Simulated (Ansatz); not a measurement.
# SnO₂, space group P6_3/mmc: band-curvature effective masses by finite differences

Run with Ansatz's Python interface.

`run_mass.py`
```python
"""Band curvature masses of SnO2."""

import warnings

import ansatz as az
import numpy as np
from pymatgen.core import Lattice, Structure
from pymatgen.io.ase import AseAtomsAdaptor


def main() -> None:
    warnings.simplefilter("ignore", az.DeckWarning)

    pmg_structure = Structure(
        Lattice([[3.23058, 0.0, 0.0], [-1.61529, 2.79776, 0.0], [0.0, 0.0, 10.79056]]),
        ["Sn", "Sn", "O", "O", "O", "O"],
        [
            [0.0, 0.0, 0.5],
            [0.0, 0.0, 0.0],
            [2 / 3, 1 / 3, 0.40586],
            [2 / 3, 1 / 3, 0.09414],
            [1 / 3, 2 / 3, 0.59414],
            [1 / 3, 2 / 3, 0.90586],
        ],
    )
    sno2 = az.Crystal.from_ase(AseAtomsAdaptor.get_atoms(pmg_structure))

    calculation = (
        sno2.calculation()
        .functional("pbesol")
        .pseudopotentials("paw")
        .kpoints(6, 6, 2)
        .occupations("fixed")
    )
    # find the band extrema among the mesh points first
    result = calculation.band_table().run()
    summary = result.report
    levels = np.array(summary["eigenvalues_ev"])
    filled = round(summary["n_electrons"] / 2)
    edges = {"top filled band": (filled - 1, levels[:, filled - 1].argmax()), "lowest empty band": (filled, levels[:, filled].argmin())}
    gap = levels[:, filled].min() - levels[:, filled - 1].max()
    print(f"gap on the mesh {gap:.3f} eV")
    if gap <= 0.05:
        print("no gap: band-edge masses have no meaning here")
        edges = {}
    reciprocal = 2 * np.pi * np.linalg.inv(result.lattice.cell_ang).T
    step = 0.008  # 1/A

    # m/m_e = (hbar^2/m_e) / (d2E/dk2), with hbar^2/m_e = 7.61996 eV A^2
    pairs = [(0, 1), (0, 2), (1, 2)]
    moves = [sign * axis for axis in np.eye(3) for sign in (-1, 1)]
    moves += [s1 * np.eye(3)[i] + s2 * np.eye(3)[j] for i, j in pairs for s1 in (1, -1) for s2 in (1, -1)]
    for name, (band, index) in edges.items():
        together = int(np.sum(np.abs(levels[index] - levels[index, band]) < 2e-3))
        print(name, "at k =", np.round(summary["kpoints_frac"][index], 4), f"E = {levels[index, band]:.4f} eV, degeneracy {together}")
        centre = np.array(summary["kpoints_frac"][index]) @ reciprocal
        points = [centre] + [centre + step * move for move in moves]
        table = calculation.band_structure(points, intervals=1, cartesian=True).run().band_structure().channels[0].eigenvalues_ev
        if together > 1:
            level = np.flatnonzero(np.abs(levels[index] - levels[index, band]) < 2e-3)
            along = (table[1, level] + table[2, level] - 2 * table[0, level]) / step ** 2
            print("  degenerate level, no single mass tensor; masses of its branches along x:", np.round(7.61996 / along, 3), "m_e")
            continue
        e = table[:, band]
        hessian = np.diag((e[1:7:2] + e[2:7:2] - 2 * e[0]) / step ** 2)
        for (i, j), (pp, pm, mp, mm) in zip(pairs, e[7:].reshape(3, 4)):
            hessian[i, j] = hessian[j, i] = (pp - pm - mp + mm) / (4 * step ** 2)
        curvatures, axes = np.linalg.eigh(hessian)
        slope = (e[2:7:2] - e[1:7:2]) / (2 * step)
        print("  slope (eV A):", np.round(slope, 3) + 0.0, "" if np.abs(slope).max() < 0.05 else "- no extremum here, so these are local curvatures and no band-edge masses")
        for curvature, axis in zip(curvatures, axes.T):
            print(f"  principal mass {7.61996 / curvature:8.3f} m_e along", np.round(axis, 2) + 0.0)


if __name__ == "__main__":
    main()
```

Running `python run_mass.py` prints:
```text
gap on the mesh 2.087 eV
top filled band at k = [0.1667 0.3333 0.    ] E = 4.4561 eV, degeneracy 1
  slope (eV A): [ 0.133 -0.155  0.   ] - no extremum here, so these are local curvatures and no band-edge masses
  principal mass   -2.052 m_e along [0. 0. 1.]
  principal mass   -3.478 m_e along [0.95 0.32 0.  ]
  principal mass  -35.293 m_e along [-0.32  0.95  0.  ]
lowest empty band at k = [0. 0. 0.] E = 6.5429 eV, degeneracy 1
  slope (eV A): [0. 0. 0.]
  principal mass    0.674 m_e along [0. 0. 1.]
  principal mass    0.309 m_e along [0.09 1.   0.  ]
  principal mass    0.309 m_e along [-1.    0.09  0.  ]
```

Reading the output:
- Total energies depend on the potentials; only differences at equal settings carry meaning. A total without «per atom» is that of the cell as typed.
- Semilocal gaps usually lie well under measured ones.
- The structure comes from a database of computed cells and needn't be a stable or known phase.
- Gaps and levels are Kohn-Sham values on a finite set of k-points, without spin-orbit coupling.
- The masses are finite-difference curvatures at extrema found on a coarse mesh, which needn't be the true band edges; a step that is long against the gap makes them too heavy. Negative values are curvatures of valence bands (the hole mass is their size). Spin-orbit coupling is left out, and light masses scale with the Kohn-Sham gap.
- It ran for 11 s on 1 thread of Arm Neoverse V1, on a shared host, peak memory 0.47 GiB.
